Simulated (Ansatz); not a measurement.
Consider an equation of state with a fit of MoRh, space group P-6m2 (the Ansatz DFT code, driven from Python).

The script, `run_eos.py`:
```python
"""Equation of state of MoRh."""

from dataclasses import dataclass
import warnings

import ansatz as az
import numpy as np


@dataclass(frozen=True)
class Settings:
    functional: str = "LDA"
    width_ev: float = 0.15
    cutoff_ev: int = 500
    kgrid: tuple[int, ...] = (9, 9, 5)


opts = Settings()

VECTORS = np.array([
    [2.795433, 0.0, 0.0],
    [-1.397716, 2.420916, 0.0],
    [0.0, 0.0, 4.437367],
])
SITES = [
    ("Mo", (0.0, 0.0, 0.5)),
    ("Rh", (1 / 3, 2 / 3, 0.0)),
]


def build(cell):
    crystal = az.Crystal(lattice=az.Lattice.of(cell))
    for symbol, position in SITES:
        crystal = crystal.atom(symbol, position)
    return crystal

warnings.simplefilter("ignore", az.DeckWarning)

# uniform scaling of the cell
volumes, energies = [], []
for scale in np.linspace(0.9, 1.1, 9):
    cell = VECTORS * scale ** (1 / 3)
    calculation = (
        build(cell).calculation()
        .functional(opts.functional)
        .occupations(az.OccupationsMethod.FERMI_DIRAC, width=opts.width_ev)
        .basis(opts.cutoff_ev)
        .kpoints(*opts.kgrid)
    )
    r = calculation.run(threads=1).report
    volumes.append(abs(np.linalg.det(cell)) / len(SITES))
    energies.append(r["free_energy_ev"] / len(SITES))
    print(f"V = {volumes[-1]:8.4f} A^3/atom  F = {energies[-1]:.5f} eV/atom")

# third-order Birch-Murnaghan: a cubic in V^(-2/3)
x = np.array(volumes) ** (-2 / 3)
poly = np.polynomial.Polynomial.fit(x, energies, 3).convert()
roots = poly.deriv().roots()
x0 = min((r.real for r in roots if abs(r.imag) < 1e-9 and poly.deriv(2)(r.real) > 0), key=lambda r: abs(r - x.mean()))
v0 = x0 ** -1.5
b0 = 4 / 9 * poly.deriv(2)(x0) * v0 ** (-7 / 3) * 160.21766
b1 = 4 + 2 / 3 * x0 * poly.deriv(3)(x0) / poly.deriv(2)(x0)
print(f"V0 = {v0:.4f} A^3/atom, B0 = {b0:.1f} GPa, dB/dP = {b1:.2f}")
```

Estimate the equilibrium volume and the bulk modulus.

A third-order Birch-Murnaghan fit through the 9 points has its minimum at 14.04 Å³ an atom, 6.5 % below the typed cell, with a bulk modulus of 302 GPa and dB/dP = 4.7. From that minimum the energy rises by 20.2 meV an atom on the compressed side and 302.8 meV on the expanded side. The window is off centre, so dB/dP is rough.

What the script printed:

Running `python run_eos.py` prints:
```text
V =  13.5135 A^3/atom  F = -5560.89310 eV/atom
V =  13.8888 A^3/atom  F = -5560.91163 eV/atom
V =  14.2642 A^3/atom  F = -5560.91002 eV/atom
V =  14.6396 A^3/atom  F = -5560.89108 eV/atom
V =  15.0150 A^3/atom  F = -5560.85721 eV/atom
V =  15.3903 A^3/atom  F = -5560.81051 eV/atom
V =  15.7657 A^3/atom  F = -5560.75280 eV/atom
V =  16.1411 A^3/atom  F = -5560.68566 eV/atom
V =  16.5165 A^3/atom  F = -5560.61049 eV/atom
V0 = 14.0418 A^3/atom, B0 = 302.4 GPa, dB/dP = 4.67
```

Notes:
- Absolute energies stand on the zero of these potentials, so only differences at equal settings mean something.
- Shape and fractional positions are held along the curve, so the bulk modulus is an upper value where they are free to relax, by a factor of two or more in layered or hydrogen-bonded cells.
- For a metal this k-point mesh is coarse: on a finer one energies can move by several to tens of meV an atom and pressures by half a GPa or more, differences at one mesh by less.
- A Fermi-Dirac width this large means warm electrons, whose thermal share enters the free energy.
- This cell is a computed structure, which may not be the phase found in nature.
- Timing: 14 s on 1 thread of Intel(R) Xeon(R) Platinum 8375C CPU @ 2.90GHz (Ice Lake) (shared host), peak memory 0.42 GiB.

(Lines on the test bed's own set-up are left out of the output.)
